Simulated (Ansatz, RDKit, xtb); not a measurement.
# C7H7ClO: ranking a sample of isomers

Which of a sample of isomers of C7H7ClO is the most stable in the gas at 298.15 K, and what are its properties? The sample is small against all isomers, and the most stable one of this formula need not be in it.

The funnel: GFN2-xTB relaxations, single points with a density functional, relaxations at B3LYP-D3(BJ)/def2-SVP, harmonic vibrations (at GFN2-xTB), and a last energy at a higher level. All values are calculated.

### Step 1. Candidates

Isomers were taken from a list of plausible structures; this is a sample, not all of them. That gives 7 candidates.

```tsv
label	SMILES	spin
c205	CC1=C/C(=C/O)C(Cl)=C1	singlet
c360	C=C1C=C(Cl)[C@@H](C=O)C1	singlet
c451	CC1=C/C(=C\O)C(Cl)=C1	singlet
c659	C=C1C=C(Cl)/C(=C\O)C1	singlet
c905	C=C1C=C(Cl)/C(=C/O)C1	singlet
c977	CC1=CC(Cl)=C(C=O)C1	singlet
c983	CC1=C[C@@H](C=O)C(Cl)=C1	singlet
```

Candidates are built by distance geometry, with a force field where one applies, in up to four conformers (letters a to d).

Q: Predict the outcome of this search (final energies at CCSD(T)/def2-SVP + MP2/def2-TZVPP - MP2/def2-SVP).

| quantity | value |
| --- | --- |
| lowest structure found | CC1=CC(Cl)=C(C=O)C1, singlet |
| next finalist | CC1=C/C(=C/O)C(Cl)=C1, singlet, 5.8 kcal/mol higher in G |
| share at equilibrium, among the finalists | 100.0 % |

The search ends on `CC1=CC(Cl)=C(C=O)C1`. The margin of 5.8 kcal/mol over the next finalist is beyond the usual error of the last level; it says nothing of structures that weren't ranked. HF/STO-3G, r2SCAN-D4/def2-SVP, B3LYP-D3(BJ)/def2-SVP, HF/def2-SVP and MP2/def2-SVP already put its bonding pattern lowest among the structures in one piece; GFN2-xTB favours the singlet CC1=C/C(=C/O)C(Cl)=C1. One minimum inside the window was never screened. The search is not exhaustive (a finite list of starts, one conformer a finalist), so a lower isomer can't be ruled out. Only 7 drawn patterns were tried, so whole families of isomers are missing, and the result ranks this sample alone.
